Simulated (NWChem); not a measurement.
**One shape, several levels: C2H6BClO (SMILES COB(C)Cl)**

Wanted: a comparison of 4 runs (HF/def2-SVP, wB97X/3-21G, PBE0/def2-SVP, B3LYP/6-31+G*) of C2H6BClO. 

The results are computed with NWChem 7.3.0.

**1. Starting point**

C2H6BClO: 11 atoms, total charge 0, spin state singlet. SMILES: `COB(C)Cl`. The coordinates come from a PBE0-D4/def2-TZVP relaxation. This is one conformer, not always the lowest.

Bond lengths: C1–O2 1.411 Å, O2–B3 1.341 Å, B3–C4 1.564 Å, B3–Cl5 1.779 Å, C1–H6 1.091 Å, C1–H7 1.092 Å, C1–H8 1.091 Å, C4–H9 1.091 Å, C4–H10 1.092 Å, C4–H11 1.095 Å. Some angles: C1–O2–B3 125.5°, O2–B3–C4 127.7°, O2–B3–Cl5 114.2°, C4–B3–Cl5 118.0°, O2–C1–H6 108.3°, O2–C1–H7 108.9°, O2–C1–H8 112.5°, B3–C4–H9 115.1°, B3–C4–H10 110.3°, B3–C4–H11 108.9°.

**2. Energy and gradient at HF/def2-SVP (run 1)**

File run.py:

```python
from ase import Atoms
from ase.calculators.nwchem import NWChem

atoms = Atoms(['C', 'O', 'B', 'C', 'Cl', 'H', 'H', 'H', 'H', 'H', 'H'], positions=[
    [-1.359300, 0.599000, 0.812200],
    [-0.496600, 1.102000, -0.184100],
    [0.556600, 0.452600, -0.701500],
    [1.075200, -0.976400, -0.333600],
    [1.418100, 1.353700, -1.970200],
    [-1.441700, 1.345400, 1.603800],
    [-2.347500, 0.439000, 0.376400],
    [-1.001000, -0.339200, 1.239700],
    [0.644200, -1.405300, 0.572000],
    [2.162600, -0.969900, -0.231800],
    [0.854500, -1.658000, -1.162200],
])

calc = NWChem(
    label='test',
    theory='scf',
    memory='2200 mb',
    basis='def2-SVP',
    basispar='spherical bse',
    scf={'nopen': '0', 'rhf': None, 'thresh': '1e-08', 'maxiter': '80'},
)
atoms.calc = calc

forces = atoms.get_forces()
print(f"energy = {atoms.get_potential_energy():.6f} eV")
print("forces (eV/A):")
for s, f in zip(atoms.symbols, forces):
    print(f"{s:2s} {f[0]:10.5f} {f[1]:10.5f} {f[2]:10.5f}")
print("dipole (e A):", atoms.get_dipole_moment().round(4))
```

Started as:

```sh
$ export ASE_NWCHEM_COMMAND="nwchem PREFIX.nwi > PREFIX.nwo"
$ python run.py
```

Standard output:

```text
energy = -17363.540866 eV
forces (eV/A):
C     0.08387    0.24096   -0.21602
O     0.04150   -0.62396    0.33496
B    -0.48995    0.55160    0.10619
C     0.15175   -0.46002    0.13447
Cl    0.19880    0.14516   -0.26359
H    -0.00725   -0.09179   -0.06448
H     0.08557    0.00489    0.06222
H    -0.07549    0.17149   -0.05188
H     0.05785    0.00982   -0.05898
H    -0.03152    0.01723    0.01085
H    -0.01512    0.03461    0.00627
dipole (e A): [-0.2925 -0.4305  0.4828]
```

The calculator wrote test.nwi:

```
title "test"

permanent_dir test

scratch_dir test

start test

geometry units angstrom nocenter noautosym noautoz
  C  -1.3593000000000000e+00 5.9899999999999998e-01 8.1220000000000003e-01
  O  -4.9659999999999999e-01 1.1020000000000001e+00 -1.8410000000000001e-01
  B  5.5659999999999998e-01 4.5260000000000000e-01 -7.0150000000000001e-01
  C  1.0751999999999999e+00 -9.7640000000000005e-01 -3.3360000000000001e-01
  Cl 1.4180999999999999e+00 1.3536999999999999e+00 -1.9702000000000000e+00
  H  -1.4417000000000000e+00 1.3453999999999999e+00 1.6037999999999999e+00
  H  -2.3475000000000001e+00 4.3900000000000000e-01 3.7640000000000001e-01
  H  -1.0009999999999999e+00 -3.3920000000000000e-01 1.2397000000000000e+00
  H  6.4419999999999999e-01 -1.4053000000000000e+00 5.7199999999999995e-01
  H  2.1625999999999999e+00 -9.6989999999999998e-01 -2.3180000000000001e-01
  H  8.5450000000000004e-01 -1.6579999999999999e+00 -1.1621999999999999e+00
end

memory 2200 mb

basis spherical bse noprint
   * library def2-SVP
end

scf
  nopen 0
  rhf
  thresh 1e-08
  maxiter 80
end

task scf gradient
```

test.nwo:

```text
Northwest Computational Chemistry Package (NWChem) 7.3.0
             --------------------------------------------------------

           Job information
           ---------------

    nwchem branch   = 7.3.0
    use scalapack   = T
    input           = test.nwi
    prefix          = test.
    data base       = test/test.db
    status          = startup
    nproc           =        1

           Memory information
           ------------------

[... 5 lines left out ...]
    hardfail = no
[... 141 lines left out ...]
         Quadratically convergent ROHF
[... 15 lines left out ...]
       Final RHF  results
[... 4 lines left out ...]
      Two-electron energy =    445.126541282764
[... 43 lines left out ...]
                       ROHF Final Molecular Orbital Analysis
[... 281 lines left out ...]
                 ----------------------------------------
                 |  Time  |  1-e(secs)   |  2-e(secs)   |
                 ----------------------------------------
                 |  CPU   |       0.01   |       4.26   |
                 ----------------------------------------
                 |  WALL  |       0.01   |       4.26   |
                 ----------------------------------------

 Task  times  cpu:       20.4s     wall:       20.4s
 Total times  cpu:       20.4s     wall:       20.4s
```

Wall time 22 s (1 thread of Intel Xeon Platinum 8488C (Sapphire Rapids), shared host); peak memory 0.1 GiB.

**3. Energy and forces at wB97X/3-21G (run 2)**

File run.py:

```python
from ase import Atoms
from ase.calculators.nwchem import NWChem

molecule = Atoms('COBCClHHHHHH', positions=[
    [-1.359300, 0.599000, 0.812200],
    [-0.496600, 1.102000, -0.184100],
    [0.556600, 0.452600, -0.701500],
    [1.075200, -0.976400, -0.333600],
    [1.418100, 1.353700, -1.970200],
    [-1.441700, 1.345400, 1.603800],
    [-2.347500, 0.439000, 0.376400],
    [-1.001000, -0.339200, 1.239700],
    [0.644200, -1.405300, 0.572000],
    [2.162600, -0.969900, -0.231800],
    [0.854500, -1.658000, -1.162200],
])

calc = NWChem(
    label='job',
    theory='dft',
    memory='2200 mb',
    basis='3-21G',
    basispar='spherical bse',
    dft={'xc': 'wb97x', 'mult': '1', 'grid': 'xfine', 'convergence': 'energy 1e-08', 'iterations': '100', 'mulliken': None, 'print': 'low'},
)
molecule.calc = calc

forces = molecule.get_forces()
e = molecule.get_potential_energy()
print(f"E = {e:.6f} eV")
print("forces (eV/A):")
for s, f in zip(molecule.symbols, forces):
    print(f"{s:2s} {f[0]:10.5f} {f[1]:10.5f} {f[2]:10.5f}")
```

Started as:

```sh
$ export ASE_NWCHEM_COMMAND="nwchem PREFIX.nwi > PREFIX.nwo"
$ python run.py
```

Standard output:

```text
E = -17332.025726 eV
forces (eV/A):
C    -1.06464   -0.33568    1.07590
O     0.00622    0.81118   -0.45868
B     0.57906   -0.59989   -0.09852
C     0.03322   -0.04571   -0.05111
Cl    0.46100    0.36150   -0.60909
H    -0.00735    0.00951    0.04047
H    -0.04006   -0.02376    0.00010
H    -0.00509   -0.06330    0.04597
H    -0.04073   -0.02648    0.09750
H     0.12305    0.00941    0.04746
H    -0.04469   -0.09683   -0.09004
```

The calculator wrote job.nwi:

```
title "job"

permanent_dir job

scratch_dir job

start job

geometry units angstrom nocenter noautosym noautoz
  C  -1.3593000000000000e+00 5.9899999999999998e-01 8.1220000000000003e-01
  O  -4.9659999999999999e-01 1.1020000000000001e+00 -1.8410000000000001e-01
  B  5.5659999999999998e-01 4.5260000000000000e-01 -7.0150000000000001e-01
  C  1.0751999999999999e+00 -9.7640000000000005e-01 -3.3360000000000001e-01
  Cl 1.4180999999999999e+00 1.3536999999999999e+00 -1.9702000000000000e+00
  H  -1.4417000000000000e+00 1.3453999999999999e+00 1.6037999999999999e+00
  H  -2.3475000000000001e+00 4.3900000000000000e-01 3.7640000000000001e-01
  H  -1.0009999999999999e+00 -3.3920000000000000e-01 1.2397000000000000e+00
  H  6.4419999999999999e-01 -1.4053000000000000e+00 5.7199999999999995e-01
  H  2.1625999999999999e+00 -9.6989999999999998e-01 -2.3180000000000001e-01
  H  8.5450000000000004e-01 -1.6579999999999999e+00 -1.1621999999999999e+00
end

memory 2200 mb

basis spherical bse noprint
   * library 3-21G
end

dft
  xc wb97x
  mult 1
  grid xfine
  convergence energy 1e-08
  iterations 100
  mulliken
  print low
end

task dft gradient
```

job.nwo:

```text
Northwest Computational Chemistry Package (NWChem) 7.3.0
             --------------------------------------------------------

           Job information
           ---------------

    nwchem branch   = 7.3.0
    use scalapack   = T
    input           = job.nwi
    prefix          = job.
    data base       = job/job.db
    status          = startup
    nproc           =        1

           Memory information
           ------------------

[... 5 lines left out ...]
    hardfail = no
[... 40 lines left out ...]
            Nuclear Dipole moment (a.u.)
[... 94 lines left out ...]
         Total DFT energy =     -636.940202533294
[... 1 line left out ...]
           Coulomb energy =      496.931144684022
[... 1 line left out ...]
 Nuclear repulsion energy =      208.105972924455
[... 33 lines left out ...]
                         DFT ENERGY GRADIENTS

    atom               coordinates                        gradient
                 x          y          z           x          y          z
   1 C      -2.568705   1.131946   1.534835    0.020704   0.006528  -0.020923
   2 O      -0.938438   2.082478  -0.347899   -0.000121  -0.015775   0.008920
   3 B       1.051821   0.855290  -1.325643   -0.011261   0.011666   0.001916
[... 7 lines of this table left out ...]
  11 H       1.614771  -3.133166  -2.196240    0.000869   0.001883   0.001751

 Task  times  cpu:       52.7s     wall:       52.7s
 Total times  cpu:       52.7s     wall:       52.7s
```

Wall time 54 s (1 thread of Intel Xeon Platinum 8488C (Sapphire Rapids), shared host); peak memory 0.14 GiB.

Run 3 isn't shown in full; the table further down has it.

**4. Energy and forces at B3LYP/6-31+G(d) (spherical functions) (run 4)**

File run.nw:

```
start run
title "C2H6BClO"
memory total 2200 mb

geometry units angstrom noautosym nocenter noautoz
  C     -1.359300     0.599000     0.812200
  O     -0.496600     1.102000    -0.184100
  B      0.556600     0.452600    -0.701500
  C      1.075200    -0.976400    -0.333600
  Cl     1.418100     1.353700    -1.970200
  H     -1.441700     1.345400     1.603800
  H     -2.347500     0.439000     0.376400
  H     -1.001000    -0.339200     1.239700
  H      0.644200    -1.405300     0.572000
  H      2.162600    -0.969900    -0.231800
  H      0.854500    -1.658000    -1.162200
end

basis spherical bse
  * library 6-31+G*
end

dft
  xc b3lyp
  grid fine
  convergence energy 1e-08
  maxiter 100
  mulliken
  print medium
end

task dft gradient
```

Started as:

```sh
$ nwchem run.nw > run.out
```

Standard output:

```text
[...]
          Wavefunction type:  closed shell.
          No. of atoms     :    11
          No. of electrons :    48
[...]
          Charge           :     0
          Spin multiplicity:     1
[...]
          AO basis - number of functions:   106
[...]
              XC Information
              --------------
                         B3LYP Method XC Potential
                     Hartree-Fock (Exact) Exchange  0.200
                        Slater Exchange Functional  0.800 local
                    Becke 1988 Exchange Functional  0.720 non-local
              Lee-Yang-Parr Correlation Functional  0.810
                  VWN I RPA Correlation Functional  0.190 local
[...]
 d= 0,ls=0.0,diis     1   -640.1192119046 -8.48D+02  1.08D-02  6.38D-01     3.7
[...]
 d= 0,ls=0.0,diis    10   -640.1964479851 -8.37D-10  2.74D-07  1.79D-09    30.3
         Total DFT energy =     -640.196447985137
      One electron energy =    -1291.932124528439
           Coulomb energy =      497.733238646059
    Exchange-Corr. energy =      -54.103535027212
 Nuclear repulsion energy =      208.105972924455
[...]
  wavefunction    = closed shell
[...]
```

Wall time 43 s (1 thread of Intel Xeon Platinum 8488C (Sapphire Rapids), shared host); peak memory 0.13 GiB.

**5. Overview of the runs**

| run | level | iteration cap | module | energy (Eh) | dipole moment (D) | HOMO energy (eV) | LUMO energy (eV) | wall time |
| --- | --- | --- | --- | --- | --- | --- | --- | --- |
| 1 | HF/def2-SVP | 80 | scf | -638.098363 | 3.41 | -11.73 | 4.37 | 22 s |
| 2 | wB97X/3-21G | 100 | dft | -636.940203 | – | – | – | 54 s |
| 3 | PBE0/def2-SVP | 100 | dft | -639.551994 | 3.11 | -8.32 | 0.52 | 28 s |
| 4 | B3LYP/6-31+G* (spherical functions) | 100 | dft | -640.196448 | 3.36 | -8.26 | -0.27 | 43 s |

**6. Results**

```
                       quantity          value
            run 4: total energy  -640.19645 Eh
           run 4: dipole moment         3.36 D
             run 4: HOMO energy       -8.26 eV
             run 4: LUMO energy       -0.27 eV
           run 4: HOMO–LUMO gap        7.99 eV
run 4: largest force on an atom     0.422 eV/Å
```

In words: Over runs 1, 3, 4 the dipole moment (its size) runs from 3.11 D (PBE0/def2-SVP) to 3.41 D (HF/def2-SVP). Over runs 1, 3, 4 the HOMO–LUMO gap runs from 7.99 eV (B3LYP/6-31+G*) to 16.10 eV (HF/def2-SVP). The two ends differ in method and basis. Totals of different functionals can't be ranked against each other. All runs together took 2.4 min, the longest 54 s.
